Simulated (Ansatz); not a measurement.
# TiC+ (quartet): from Hartree-Fock to the top rungs, def2-TZVPP

An exercise on one series of results from a longer session: the logs are not shown, and one member is left open.

Program: Ansatz 0.2.0, Gaussian basis. Level of theory: def2-TZVPP, core rule «outside noble gas», up to 10 orbitals frozen. These are calculated values, not measurements.

The runs, in order: UHF; ROHF; CCSD(T) on UHF.

## The geometry

The geometry is a PBE0/def2-TZVP stationary point (not a proven minimum) of the parent state, kept for this charge and spin.

2 atoms, charge 1, spin multiplicity 4.

Atoms are counted from 1 here; the program's logs count them from 0.

Bond lengths: Ti1–C2 1.616 Å.

Geometry (Å):

```xyz
2

Ti    0.0000    0.0000    0.0000
C     0.0000    0.0000    1.6162
```

The first run:

Input file in.yaml:

```yaml
crystal:
  periodic: [false, false, false]
  atoms:
    - {symbol: Ti, position_ang: [0.000000, 0.000000, 0.000000]}
    - {symbol: C, position_ang: [0.000000, 0.000000, 1.616200]}
basis:
  gaussian: {orbitals: def2-TZVPP}
total_charge: 1
magnetization: {spin_polarized: true, initial_magnetization: 3}
hamiltonian: {xc: hf}
output: {orbitals: {seedname: orbitals}}
```

Run with:

```bash
$ ansatz run in.yaml --threads 1 --pin off --events-out ev --progress --plain --max-ram 4096MiB --backend cpu
```

Steps of the session up to this table: UHF; ROHF; CCSD(T) on UHF.

One table of the session follows, with a row left open; its other results are not shown here.

```
  method  from UCCSD(T) (kJ/mol)
    ROHF                  +613.6
     UHF                       ?
    UMP2                   +74.7
   UCCSD                   +42.5
UCCSD(T)                       0
```

Estimate the missing values for UHF.

As computed: from UCCSD(T) (kJ/mol): +577.7. In the column «from UCCSD(T) (kJ/mol)» it lies between UMP2 (+74.7) and ROHF (+613.6).

To keep in mind: Warnings: spin contamination; coupled cluster took another determinant than the lowest.
